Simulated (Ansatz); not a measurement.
# NaHg3: the cost of one run

All numbers are computed with Ansatz 0.2.0, driven from Python. The levels of theory stand in the script.

**1. The structure**

It takes space group Fm-3m (No. 225, cubic). Conventional cell: a = 7.322 Å, b = 7.322 Å, c = 7.322 Å, α = 90.00°, β = 90.00°, γ = 90.00°. Na (site symmetry m-3m) has 8 Hg at 3.17 Å in its first shell of neighbours. Hg (site symmetry -43m) is surrounded by 4 Na at 3.17 Å and 4 Hg at 3.17 Å. Hg (site symmetry m-3m) is surrounded by 8 Hg at 3.17 Å.

Input file nahg3.xyz:

```xyz
4
Lattice="0.0 3.66107844 3.66107844 3.66107844 0.0 3.66107844 3.66107844 3.66107844 0.0" Properties=species:S:1:pos:R:3 pbc="T T T"
Na    0.00000000    0.00000000    0.00000000
Hg    1.83053922    1.83053922    1.83053922
Hg    5.49161766    5.49161766    5.49161766
Hg    3.66107844    3.66107844    3.66107844
```

**2. The code**

The input, lattice.py:

```python
"""Relaxed cell of NaHg3 under several functionals."""

import warnings

import ansatz as az
import numpy as np

def edges_and_angles(cell):
    cell = np.asarray(cell)
    a, b, c = np.linalg.norm(cell, axis=1)
    cosines = cell[1] @ cell[2] / (b * c), cell[0] @ cell[2] / (a * c), cell[0] @ cell[1] / (a * b)
    return (a, b, c, *np.degrees(np.arccos(cosines)))

warnings.simplefilter("ignore", az.DeckWarning)

cell = az.Crystal.from_extxyz("nahg3.xyz")

model = cell.calculation()
model = model.occupations("Marzari-Vanderbilt").kpoints(mesh=(6, 6, 6))
model = model.basis(31 * az.Ry)
model = model.relax(cell=True, force_tolerance=0.01)

levels = [("blyp", "d3bj"), ("lda", "none"), ("pbesol", "none")]
print("level            a       b       c    alpha   beta  gamma  V/atom  steps")
for name, dispersion in levels:
    seen = []
    run = model.functional(name, dispersion=dispersion).session().plan()
    out = run.execute(on_event=lambda e: seen.append(e) if e["event"] == "relax_step" else None)
    cell = out.lattice.cell_ang
    label = name if dispersion == "none" else f"{name}+{dispersion}"
    print("{:13s} {:7.4f} {:7.4f} {:7.4f} {:6.2f} {:6.2f} {:6.2f}".format(label, *edges_and_angles(cell)), f"{abs(np.linalg.det(cell)) / len(out.lattice.sites):7.3f} {len(seen):5d}")
```

**3. What the engine is handed**

The package turns the script's settings into the engine's input (first run):

```yaml
crystal:
  lattice:
    - [0.0, 3.66107844, 3.66107844]
    - [3.66107844, 0.0, 3.66107844]
    - [3.66107844, 3.66107844, 0.0]
  atoms:
    - { symbol: Na, position: [0.0, 0.0, 0.0] }
    - { symbol: Hg, position: [0.25, 0.25, 0.25] }
    - { symbol: Hg, position: [0.7500000000000001, 0.7500000000000001, 0.7500000000000001] }
    - { symbol: Hg, position: [0.5, 0.5, 0.5] }
basis:
  ecutwfc: 421.77648681281397
kpoints:
  mp_grid:
    grid: [6, 6, 6]
hamiltonian:
  xc: blyp
  dispersion: d3bj
scf:
  occupations:
    method: cold
relax:
  f_tol: 0.01
  cell: {}
```

**4. The run**

The run is started by

```console
$ python lattice.py
```

What time and memory should one allow on 1 thread of Arm Neoverse V1, shared host?

About 42 s, with a peak of 0.47 GiB.
